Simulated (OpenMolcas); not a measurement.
# Os⁶⁺ among point charges: CASSCF and CASPT2 levels and susceptibility

How does a field of 6 point charges split the states of Os⁶⁺, and what χT follows?

The numbers are computed with OpenMolcas 26.06 (state-averaged CASSCF and CASPT2, spin-orbit coupling by RASSI with atomic mean-field integrals), except any that are marked as measured or tabulated.

### Step 1. What is computed

* Species: Os⁶⁺ (osmium, Z = 76, 70 electrons)
* Basis: ANO-RCC-VDZP [7s6p4d2f1g], 68 functions
* Scalar Hamiltonian: DKH2, point nucleus
* Inactive shells: 1s 2s 2p 3s 3p 3d 4s 4p 4d 4f 5s 5p
* Active space: 2 electrons in 5 orbitals (5d)
* Some configurations of this space: 5d2
* Orbitals: optimised for each spin and parity, averaged over all roots

The outer shells:

5d2
```
5d [↑ ][↑ ][  ][  ][  ]
```

The ion sits among 6 point charges of -1.7 e arranged as a tetragonal octahedron (D4h), 2.24 Å from the ion, with the axial distance 2.643 Å.

Each step is its own input file, run in one work folder so that later steps find the files of earlier ones. Labels, J, g values, rates, χT and fits are worked out afterwards by a script from the matrices that RASSI stores. The input lists half of the charges; inversion (Group=XYZ) makes the rest.

### Step 2. GATEWAY and SEWARD: basis and integrals

File a.inp:

```
&GATEWAY
Coord
1

Os 0.0 0.0 0.0
Basis=ANO-RCC-VDZP
Group=XYZ
NoMove
AngMom=0.0 0.0 0.0
AMFI
XField
3 Angstrom 0
2.240000 0.000000 0.000000 -1.700000
0.000000 2.240000 0.000000 -1.700000
0.000000 0.000000 2.643200 -1.700000
&SEWARD
```

Run with:

```console
$ OMP_NUM_THREADS=1 MOLCAS_MEM=1689 MOLCAS_PROJECT=a pymolcas a.inp > a.log
```

Standard output:

```text
Basis set label: OS.ANO-RCC...7S6P4D2F1G.

      Electronic valence basis set:
      ------------------
      Associated Effective Charge  76.000000 au
      Associated Actual Charge     76.000000 au
      Nuclear Model: Point charge

      Shell  nPrim  nBasis  Cartesian Spherical Contaminant
         s      24       7        X
         p      21       6        X
         d      15       4                 X
         f      11       2                 X
         g       4       1                 X
                  Relativistic Douglas-Kroll-Hess integrals:
                    - DKH order of Hamiltonian: 2
                    - DKH order of Properties : 0
                  Atomic mean-field integrals
```

### Step 3. CASSCF: triplets of even parity, 10 roots

File a.inp:

```
&RASSCF
FileOrb=start.orb
Symmetry=1
Spin=3
nActEl=2 0 0
Inactive=15 19
Ras2=5 0
CIRoot=10 10 1
SDav=10
CIMx=300
Iter=120 100
PrWF=0.3
OrbListing=Nothing
MaxOrb=0
>>> COPY $Project.JobIph JOB001
```

start.orb holds the contracted functions of the basis, ordered by shell, or the orbitals of the step before.

Standard output, shortened:

```text
[...]
      Number of active orbitals                  5
[...]
      Spin quantum number                      1.0
[...]
      Active orbitals                            5   0
[...]
      Number of CSFs                            10
      Number of root(s) required                10
[...]
      Convergence after  8 iterations
[...]
      Natural orbitals and occupation numbers for root  1
      sym 1:   0.000000   0.927759   0.072241   0.927759   0.072241
      Natural orbitals and occupation numbers for root  2
      sym 1:   0.757245   0.757245   0.242755   0.242755  -0.000000
      Natural orbitals and occupation numbers for root  3
      sym 1:   0.242755   0.757245   0.242755   0.757245  -0.000000
::    RASSCF root number  1 Total energy: -17243.43288467
::    RASSCF root number  2 Total energy: -17243.42685818
::    RASSCF root number  3 Total energy: -17243.42685818
[...]
::    RASSCF root number  7 Total energy: -17243.39998451
::    RASSCF root number  8 Total energy: -17243.36002367
::    RASSCF root number  9 Total energy: -17243.36002367
::    RASSCF root number 10 Total energy: -17243.33452318
```

### Step 4. CASSCF: singlets of even parity, 15 roots

File a.inp:

```
&RASSCF
FileOrb=start.orb
Symmetry=1
Spin=1
nActEl=2 0 0
Inactive=15 19
Ras2=5 0
CIRoot=15 15 1
SDav=15
CIMx=300
Iter=120 100
PrWF=0.3
OrbListing=Nothing
MaxOrb=0
>>> COPY $Project.JobIph JOB002
```

Run with:

```console
$ OMP_NUM_THREADS=1 MOLCAS_MEM=1689 MOLCAS_PROJECT=a pymolcas a.inp > a.log
```

Standard output, shortened:

```text
[...]
      Number of active orbitals                  5
[...]
      Spin quantum number                      0.0
[...]
      Active orbitals                            5   0
[...]
      Number of CSFs                            15
      Number of root(s) required                15
[...]
      Convergence after  7 iterations
[...]
      Natural orbitals and occupation numbers for root  1
      sym 1:   0.276115  -0.000000   0.276115   0.723885   0.723885
      Natural orbitals and occupation numbers for root  2
      sym 1:   0.128379  -0.000000   0.128379   0.871621   0.871621
      Natural orbitals and occupation numbers for root  3
      sym 1:   0.305518  -0.000000   0.694482   0.305518   0.694482
::    RASSCF root number  1 Total energy: -17243.37482947
::    RASSCF root number  2 Total energy: -17243.37135988
::    RASSCF root number  3 Total energy: -17243.36393479
[...]
::    RASSCF root number 12 Total energy: -17243.32597349
::    RASSCF root number 13 Total energy: -17243.30642939
::    RASSCF root number 14 Total energy: -17243.30489417
::    RASSCF root number 15 Total energy: -17243.19711105
```

### Step 5. State interaction with spin-orbit coupling

File a.inp:

```
&RASSI
NrOfJobIphs=2 10 15
1 2 3 4 5 6 7 8 9 10
1 2 3 4 5 6 7 8 9 10 11 12 13 14 15
IphNames
JOB001
JOB002
EJob
SpinOrbit
DIPRint=1.0
SOCoupling=1000.0
Subsets=2
Property=9
'ANGMOM' 1 'ANGMOM' 2 'ANGMOM' 3 'MLTPL  1' 1 'MLTPL  1' 2 'MLTPL  1' 3
'AMFI' 1 'AMFI' 2 'AMFI' 3
SOProperty=3
'ANGMOM' 1 'ANGMOM' 2 'ANGMOM' 3
```

Standard output, shortened:

```text
SPIN-FREE ENERGIES:
  (Shifted by EMIN (a.u.) =     -17243.4328846654)
 SF State       Relative EMIN(au)   Rel lowest level(eV)    D:o, cm**(-1)      L_eff
     1             0.0000000000        0.0000000000              0.0000         2.9
     2             0.0060264818        0.1639889251           1322.6599         3.0
     3             0.0060264818        0.1639889251           1322.6599         3.0
     4             0.0147370133        0.4010145598           3234.4006         3.0
     5             0.0201158648        0.5473805660           4414.9220         3.0
     6             0.0201158648        0.5473805660           4414.9220         3.0
     7             0.0329001545        0.8952588127           7220.7493         3.0
    11             0.0580551917        1.5797622446          12741.6418         2.2
    12             0.0615247875        1.6741747573          13503.1301         2.6
    13             0.0689498724        1.8762216107          15132.7478         2.2
[...]
Eigenvalues of complex Hamiltonian:
   -----------------------------------
  (Shifted by EMIN (a.u.) =     -17243.4328846654)
 SO State       Relative EMIN(au)   Rel lowest level(eV)    D:o, cm**(-1)     J-value
     1            -0.0550884717        0.0000000000              0.0000         2.0
     2            -0.0499794699        0.1390230224           1121.2963         1.8
     3            -0.0499794699        0.1390230224           1121.2963         1.8
     4            -0.0497129625        0.1462750585           1179.7879         1.0
     5            -0.0445820390        0.2858945987           2305.8954         1.0
     6            -0.0035635486        1.4020645839          11308.4135         3.0
     7            -0.0026302508        1.4274609108          11513.2487         2.7
     8            -0.0026302508        1.4274609107          11513.2487         2.7
     9             0.0005476716        1.5139365846          12210.7220         2.4
    10             0.0054826968        1.6482254623          13293.8349         2.3
    11             0.0070905724        1.6919779874          13646.7228         1.5
[...]
```

These steps: 5.8 s of run time, 1 thread, shared host.

Spin-free states, with their symmetry labels:

```csv
state,degeneracy,E (cm-1),free-ion L (%)
3A2,1,0,F (96)
3E,2,1323,F (100)
3B2,1,3234,F (100)
3E,2,4415,F (97)
3B1,1,7221,F (100)
1B2,1,12742,D (91)
1B1,1,13503,D (78)
1E,2,15133,D (91)
3E,2,15991,P (97)
1A1,1,16736,D (90)
1A1,1,19268,G (97)
1E,2,19450,G (98)
1B2,1,20171,G (91)
3A2,1,21588,P (96)
1E,2,23415,G (93)
1B1,1,23464,G (78)
1A2,1,27754,G (100)
1A1,1,28091,G (92)
1A1,1,51746,S (96)
```

With spin-orbit coupling:

| E (cm-1) | Degeneracy | Label | 2S+1 | g |
| --- | --- | --- | --- | --- |
| 0.0 | 1 | A1 | 3 |  |
| 1121 | 2 | E | 3 | 0.00 0.00 1.80 |
| 1180 | 1 | B1 | 3 |  |
| 2306 | 1 | B2 | 3 |  |
| 11308 | 1 | A2 | 3 |  |
| 11513 | 2 | E | 3 | 0.00 0.00 1.44 |
| 12211 | 1 | B2 | 3 |  |
| 13294 | 1 | B1 | 3 |  |
| 13647 | 2 | E | 3 | 0.00 0.00 5.62 |
| 18180 | 1 | A1 | 3 |  |
| 19120 | 2 | E | 3 | 0.00 0.00 1.59 |
| 19138 | 1 | A1 | 3 |  |
| 19724 | 1 | B1 | 3 |  |
| 21583 | 1 | B2 | 3 |  |
| 21946 | 1 | A2 | 3 |  |
| 22815 | 2 | E | 3 | 0.00 0.00 5.24 |
| 23004 | 1 | A1 | 3 |  |
| 23229 | 1 | B1 | 3 |  |
| 23876 | 2 | E | 3 | 0.00 0.00 0.31 |
| 24065 | 1 | B2 | 3 |  |
| 25745 | 1 | A2 | 3 |  |
| 25799 | 1 | A1 | 1 |  |
| 28993 | 2 | E | 3 | 0.00 0.00 2.95 |
| 33774 | 1 | B2 | 1 |  |

Principal g values are given for doublets only; a zero marks a field direction without first-order Zeeman splitting.

Powder χT (cm³ K/mol): 0.00 at 2 K, 0.00 at 5 K, 0.00 at 10 K, 0.01 at 20 K, 0.02 at 50 K, 0.04 at 100 K, 0.06 at 150 K, 0.08 at 200 K, 0.09 at 250 K, 0.11 at 300 K.

### Step 6. CASPT2: IPEA 0.25, imaginary shift 0.1 (closed shells correlated: 5s 5p)

File a.inp:

```
>>> COPY JOB001 $Project.JobIph
&CASPT2
Multistate=10 1 2 3 4 5 6 7 8 9 10
NoMult
Frozen=14 16
IPEA=0.25
Imaginary=0.1
MaxIter=60
WThr=0.0 0.3 0.05
PrWF=0.5
NoMix
>>> COPY JOB002 $Project.JobIph
&CASPT2
Multistate=15 1 2 3 4 5 6 7 8 9 10 11 12 13 14 15
NoMult
Frozen=14 16
IPEA=0.25
Imaginary=0.1
MaxIter=60
WThr=0.0 0.3 0.05
PrWF=0.5
NoMix
```

Standard output:

```text
Orbital specifications:
      -----------------------

      Symmetry species                           1   2
                                                ag  au
      Frozen orbitals                           14  16
      Inactive orbitals                          1   3
      Active orbitals                            5   0
      Secondary orbitals                        16  13
      Deleted orbitals                           0   0
      Number of basis functions                 36  32
Type of calculation                        SS-CASPT2
      Fock operator                              state-specific
      IPEA shift                                 0.25
      Real shift                                 0.00
      Imaginary shift                            0.10
      The input orbitals will be transformed to quasi-canonical
Reference energy:      -17243.4328846654
      E2 (Non-variational):      -0.1533440557
      Shift correction:          -0.0000435473
      E2 (Variational):          -0.1533876030
      Total energy:          -17243.5862722684
      Residual norm:              0.0000000920
      Reference weight:           0.97578
      Contributions to the CASPT2 correlation energy
      Active & Virtual Only:         -0.0024735451
      One Inactive Excited:          -0.0550844970
      Two Inactive Excited:          -0.0957860136
Reference energy:      -17243.4268581835
      E2 (Non-variational):      -0.1540457058
      Shift correction:          -0.0000444760
      E2 (Variational):          -0.1540901818
      Total energy:          -17243.5809483653
      Residual norm:              0.0000001106
      Reference weight:           0.97549
      Contributions to the CASPT2 correlation energy
      Active & Virtual Only:         -0.0024638344
      One Inactive Excited:          -0.0556681857
      Two Inactive Excited:          -0.0959136857
::    CASPT2 Root  1     Total energy: -17243.58627227
::    CASPT2 Root  2     Total energy: -17243.58094837
::    CASPT2 Root  3     Total energy: -17243.58094837
::    CASPT2 Root  4     Total energy: -17243.57073043
::    CASPT2 Root  5     Total energy: -17243.56719883
::    CASPT2 Root  6     Total energy: -17243.56719885
::    CASPT2 Root  7     Total energy: -17243.55245344
::    CASPT2 Root  8     Total energy: -17243.52079246
::    CASPT2 Root  9     Total energy: -17243.52079245
::    CASPT2 Root 10     Total energy: -17243.49428227
Orbital specifications:
      -----------------------

      Symmetry species                           1   2
                                                ag  au
      Frozen orbitals                           14  16
      Inactive orbitals                          1   3
      Active orbitals                            5   0
      Secondary orbitals                        16  13
      Deleted orbitals                           0   0
      Number of basis functions                 36  32
Type of calculation                        SS-CASPT2
      Fock operator                              state-specific
      IPEA shift                                 0.25
      Real shift                                 0.00
      Imaginary shift                            0.10
      The input orbitals will be transformed to quasi-canonical
Reference energy:      -17243.3748294737
      E2 (Non-variational):      -0.1612552701
      Shift correction:          -0.0000701642
      E2 (Variational):          -0.1613254342
      Total energy:          -17243.5361549079
      Residual norm:              0.0000003227
      Reference weight:           0.97253
      Contributions to the CASPT2 correlation energy
      Active & Virtual Only:         -0.0073795185
      One Inactive Excited:          -0.0539048749
      Two Inactive Excited:          -0.0999708767
Reference energy:      -17243.3713598778
      E2 (Non-variational):      -0.1600969387
      Shift correction:          -0.0000577504
      E2 (Variational):          -0.1601546891
      Total energy:          -17243.5315145670
      Residual norm:              0.0000002493
      Reference weight:           0.97348
      Contributions to the CASPT2 correlation energy
      Active & Virtual Only:         -0.0065766589
      One Inactive Excited:          -0.0543831437
      Two Inactive Excited:          -0.0991371362
::    CASPT2 Root  1     Total energy: -17243.53615491
::    CASPT2 Root  2     Total energy: -17243.53151457
::    CASPT2 Root  3     Total energy: -17243.52611975
::    CASPT2 Root  4     Total energy: -17243.52611974
::    CASPT2 Root  5     Total energy: -17243.51881877
::    CASPT2 Root  6     Total energy: -17243.50363449
::    CASPT2 Root  7     Total energy: -17243.50410350
::    CASPT2 Root  8     Total energy: -17243.50410350
::    CASPT2 Root  9     Total energy: -17243.50067283
::    CASPT2 Root 10     Total energy: -17243.48566593
::    CASPT2 Root 11     Total energy: -17243.48566593
::    CASPT2 Root 12     Total energy: -17243.48509025
::    CASPT2 Root 13     Total energy: -17243.46454841
::    CASPT2 Root 14     Total energy: -17243.46382841
::    CASPT2 Root 15     Total energy: -17243.36972458
```

Time for this run: 2.9 s (1 thread, shared host).

SS-CASPT2: lowest energy less the reference's lowest, -0.1534 hartree; reference weights 0.971 to 0.976.

States without spin-orbit coupling:

```csv
state,degeneracy,E (cm-1),free-ion L (%)
3A2,1,0,F (96)
3E,2,1168,F (100)
3B2,1,3411,F (100)
3E,2,4186,F (97)
3B1,1,7422,F (100)
1B2,1,10999,D (91)
1B1,1,12018,D (78)
1E,2,13202,D (91)
3E,2,14371,P (97)
1A1,1,14804,D (90)
1E,2,18034,G (98)
1A1,1,18137,G (97)
1B2,1,18787,G (91)
3A2,1,20189,P (96)
1E,2,22081,G (93)
1B1,1,22207,G (78)
1A2,1,26715,G (100)
1A1,1,26873,G (92)
1A1,1,47527,S (96)
```

With spin-orbit coupling:

```json
{"E (cm-1)": "0", "Degeneracy": "1", "Label": "A1", "2S+1": "3", "g": ""}
{"E (cm-1)": "1150", "Degeneracy": "2", "Label": "E", "2S+1": "3", "g": "0.00 0.00 1.82"}
{"E (cm-1)": "1170", "Degeneracy": "1", "Label": "B1", "2S+1": "3", "g": ""}
{"E (cm-1)": "2160", "Degeneracy": "1", "Label": "B2", "2S+1": "3", "g": ""}
{"E (cm-1)": "11400", "Degeneracy": "1", "Label": "A2", "2S+1": "3", "g": ""}
{"E (cm-1)": "11830", "Degeneracy": "2", "Label": "E", "2S+1": "3", "g": "0.00 0.00 1.34"}
{"E (cm-1)": "12350", "Degeneracy": "1", "Label": "B2", "2S+1": "3", "g": ""}
{"E (cm-1)": "13430", "Degeneracy": "1", "Label": "B1", "2S+1": "3", "g": ""}
{"E (cm-1)": "13770", "Degeneracy": "2", "Label": "E", "2S+1": "3", "g": "0.00 0.00 5.50"}
{"E (cm-1)": "17570", "Degeneracy": "1", "Label": "A1", "2S+1": "3", "g": ""}
{"E (cm-1)": "18440", "Degeneracy": "1", "Label": "A1", "2S+1": "3", "g": ""}
{"E (cm-1)": "18940", "Degeneracy": "2", "Label": "E", "2S+1": "3", "g": "0.00 0.00 1.71"}
{"E (cm-1)": "19490", "Degeneracy": "1", "Label": "B1", "2S+1": "3", "g": ""}
{"E (cm-1)": "21040", "Degeneracy": "1", "Label": "B2", "2S+1": "3", "g": ""}
{"E (cm-1)": "21770", "Degeneracy": "1", "Label": "A2", "2S+1": "3", "g": ""}
{"E (cm-1)": "22340", "Degeneracy": "2", "Label": "E", "2S+1": "3", "g": "0.00 0.00 0.10"}
{"E (cm-1)": "22410", "Degeneracy": "1", "Label": "B1", "2S+1": "3", "g": ""}
{"E (cm-1)": "22680", "Degeneracy": "1", "Label": "A1", "2S+1": "3", "g": ""}
{"E (cm-1)": "23240", "Degeneracy": "2", "Label": "E", "2S+1": "3", "g": "0.00 0.00 4.91"}
{"E (cm-1)": "23300", "Degeneracy": "1", "Label": "B2", "2S+1": "3", "g": ""}
{"E (cm-1)": "24490", "Degeneracy": "1", "Label": "A1", "2S+1": "1", "g": ""}
{"E (cm-1)": "24540", "Degeneracy": "1", "Label": "A2", "2S+1": "3", "g": ""}
{"E (cm-1)": "27750", "Degeneracy": "2", "Label": "E", "2S+1": "3", "g": "0.00 0.00 2.89"}
{"E (cm-1)": "32840", "Degeneracy": "1", "Label": "B2", "2S+1": "1", "g": ""}
```

Powder χT (cm³ K/mol): 0.00 at 2 K, 0.00 at 5 K, 0.00 at 10 K, 0.01 at 20 K, 0.02 at 50 K, 0.04 at 100 K, 0.06 at 150 K, 0.07 at 200 K, 0.09 at 250 K, 0.11 at 300 K.

### Step 7. The methods side by side

A. CASSCF
B. SS-CASPT2, IPEA 0.25, imaginary shift 0.1 (closed shells correlated: 5s 5p)

```csv
method,ground state,first state of that spin (cm-1),first gap with spin-orbit (cm-1),χT at 300 K
A,3A2,3E 1323,1121.3,0.11
B,3A2,3E 1168,1150.1,0.11
```

### Step 8. Results

| quantity | value |
| --- | --- |
| method | SS-CASPT2, IPEA 0.25, imaginary shift 0.1 (closed shells correlated: 5s 5p) |
| spin-free ground state | 3A2, 1-fold in its orbital part |
| first state of the same spin within the active space | 3E at 1170 cm⁻¹ |
| lowest level | 1-fold A1 |
| next level | 1150.1 cm⁻¹ |
| χT at 300 K | 0.11 cm³ K/mol |
| effective moment at 300 K | 0.95 μB |

Cost by method:

```csv
method,time of its own steps,time with the reference
A. CASSCF,5.8 s,5.8 s
"B. SS-CASPT2, IPEA 0.25, imaginary shift 0.1, +5s 5p",2.9 s,8.7 s
```

Times are of one thread on a shared host.

In words: The spin-free ground state (3A2) comes to 96 % from free-ion F terms and keeps the highest spin of the shell. χT at 300 K is 0.11, against 1.00 cm³ K/mol for the spin alone, so spin-orbit coupling lowers it. The field of point charges can differ much from that of real complexes. This is an electrostatic model: the charges have no orbitals.
